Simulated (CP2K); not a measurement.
Crystal: BiS.

```xyz
2
Lattice="4.0029 0.0000 0.0000 0.0000 4.0029 0.0000 0.0000 0.0000 4.0029" Properties=species:S:1:pos:R:3 pbc="T T T"
Bi    2.0015    2.0015    2.0015
S     0.0000    0.0000    0.0000
```

The cell was built by a generator and needn't be a form met in nature.

Base run:

- Program: CP2K 2026.2
- Functional: PBE
- Potentials or basis: POTENTIAL_UZH Bi GTH-PBE-q5, S GTH-PBE-q6; DZVP-MOLOPT-PBE-GTH basis
- Density cutoff: 6123 eV
- k mesh: 7 × 7 × 7
- Occupations: fermi-dirac, width 0.05 eV
- Spin: no spin polarisation

Its results: band gap on the k mesh none (metal or under the smearing width); pressure -10.7 GPa.

**Question.** After a change of settings the same cell gave: band gap on the k mesh none (metal or under the smearing width); pressure -9.9 GPa. Which change was it?
A. potentials or basis from POTENTIAL_UZH Bi GTH-PBE-q5, S GTH-PBE-q6; DZVP-MOLOPT-PBE-GTH basis to POTENTIAL_UZH Bi GTH-PBE-q5, S GTH-PBE-q6; TZVP-MOLOPT-PBE-GTH basis; basis sets from Bi DZVP-MOLOPT-PBE-GTH-q5, S DZVP-MOLOPT-PBE-GTH-q6 to Bi TZVP-MOLOPT-PBE-GTH-q5, S TZVP-MOLOPT-PBE-GTH-q6
B. potentials or basis from POTENTIAL_UZH Bi GTH-PBE-q5, S GTH-PBE-q6; DZVP-MOLOPT-PBE-GTH basis to POTENTIAL_UZH Bi GTH-PBE-q5, S GTH-PBE-q6; ccGRB-D basis; basis sets from Bi DZVP-MOLOPT-PBE-GTH-q5, S DZVP-MOLOPT-PBE-GTH-q6 to Bi ccGRB-D-q5, S ccGRB-D-q6
C. potentials or basis from POTENTIAL_UZH Bi GTH-PBE-q5, S GTH-PBE-q6; DZVP-MOLOPT-PBE-GTH basis to POTENTIAL_UZH Bi GTH-PBE-q5, S GTH-PBE-q6; TZV2P-MOLOPT-PBE-GTH basis; basis sets from Bi DZVP-MOLOPT-PBE-GTH-q5, S DZVP-MOLOPT-PBE-GTH-q6 to Bi TZV2P-MOLOPT-PBE-GTH-q5, S TZV2P-MOLOPT-PBE-GTH-q6

**Answer.** B.

Caveats: spin-orbit coupling is left out, which moves the levels of the heavy elements; the basis of atomic orbitals isn't converged, which shifts pressures, moduli and gaps.
